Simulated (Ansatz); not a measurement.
Task: a rigid scan of one bond length of CH6AsBS, SMILES BSC[AsH2], with Ansatz 0.2.0, Python API. Give the script and its output. Level of theory (for the species named): PBE, def2-SVP basis, multiplicity 1.

```xyz
10

B    -1.3946    1.6414    0.4472
S     0.4034    1.3609    0.2617
C     0.1553   -0.3437   -0.3367
As    2.0295   -1.1332   -0.6625
H    -2.0533    2.1081   -0.4965
H    -1.9917    1.4610    1.4518
H    -0.3657   -0.3515   -1.2655
H    -0.3019   -0.9314    0.4389
H     1.3546   -2.5647   -0.7290
H     2.2476   -1.2980    0.8936
```

Script `run_scan.py`:
```python
"""Stretching a bond of CH6AsBS, the rest held rigid."""

from dataclasses import dataclass

import ansatz as az
import numpy as np


@dataclass(frozen=True)
class Settings:
    basis: str = "def2-SVP"
    functional: str = "pbe"


opts = Settings()

system = (
    az.Crystal.molecule()
    .atom("B", (-1.3946, 1.6414, 0.4472))
    .atom("S", (0.4034, 1.3609, 0.2617))
    .atom("C", (0.1553, -0.3437, -0.3367))
    .atom("As", (2.0295, -1.1332, -0.6625))
    .atom("H", (-2.0533, 2.1081, -0.4965))
    .atom("H", (-1.9917, 1.461, 1.4518))
    .atom("H", (-0.3657, -0.3515, -1.2655))
    .atom("H", (-0.3019, -0.9314, 0.4389))
    .atom("H", (1.3546, -2.5647, -0.729))
    .atom("H", (2.2476, -1.298, 0.8936))
)

symbols = [site.symbol for site in system.cartesian_sites]
start = np.array([site.position_ang for site in system.cartesian_sites])
axis = (start[6] - start[2]) / np.linalg.norm(start[6] - start[2])
moving = [6]
lengths, energies = [0.91, 0.98, 1.06, 1.17, 1.33, 1.6, 1.92, 2.34], []
for length in lengths:
    xyz = start.copy()
    xyz[moving] += (length - np.linalg.norm(start[6] - start[2])) * axis
    point = az.Crystal.molecule()
    for symbol, place in zip(symbols, xyz):
        point = point.atom(symbol, place.tolist())
    model = (
        point.calculation()
        .basis(gaussian=opts.basis)
        .functional(opts.functional)
    )
    summary = model.run().report
    energies.append(summary["free_energy_ev"])
    print(f"r = {length:6.3f} A  E = {energies[-1]:.5f} eV  <S^2> = {abs(summary['mean_field']['state']['spin_squared']):.3f}")

print("energy above the lowest point (eV):", [round(e - min(energies), 3) for e in energies])
```

Running `python run_scan.py` prints:
```text
r =  0.910 A  E = -73456.67260 eV  <S^2> = 0.000
r =  0.980 A  E = -73457.27457 eV  <S^2> = 0.000
r =  1.060 A  E = -73457.57119 eV  <S^2> = 0.000
r =  1.170 A  E = -73457.55724 eV  <S^2> = 0.000
r =  1.330 A  E = -73457.09649 eV  <S^2> = 0.000
r =  1.600 A  E = -73455.98769 eV  <S^2> = 0.000
r =  1.920 A  E = -73454.80499 eV  <S^2> = 0.000
r =  2.340 A  E = -73453.70419 eV  <S^2> = 0.000
energy above the lowest point (eV): [0.899, 0.297, 0.0, 0.014, 0.475, 1.583, 2.766, 3.867]
```

Reading the output:
- Total energies depend on the basis set; only differences at equal settings carry meaning.
- The rest of the molecule is held rigid at a force-field or estimated start geometry, and the basis set is modest; single-reference methods fail as a bond breaks.
- The orbitals are restricted, so S² is zero by construction.
- Toward dissociation an unrestricted state can lie under the restricted one, by tenths of an eV for polar bonds under a functional and by 1 to 2 eV or more for others.
- Run time: 15 s on 1 thread of AMD EPYC 9B14 (Zen 4) (shared host), peak memory 0.22 GiB.
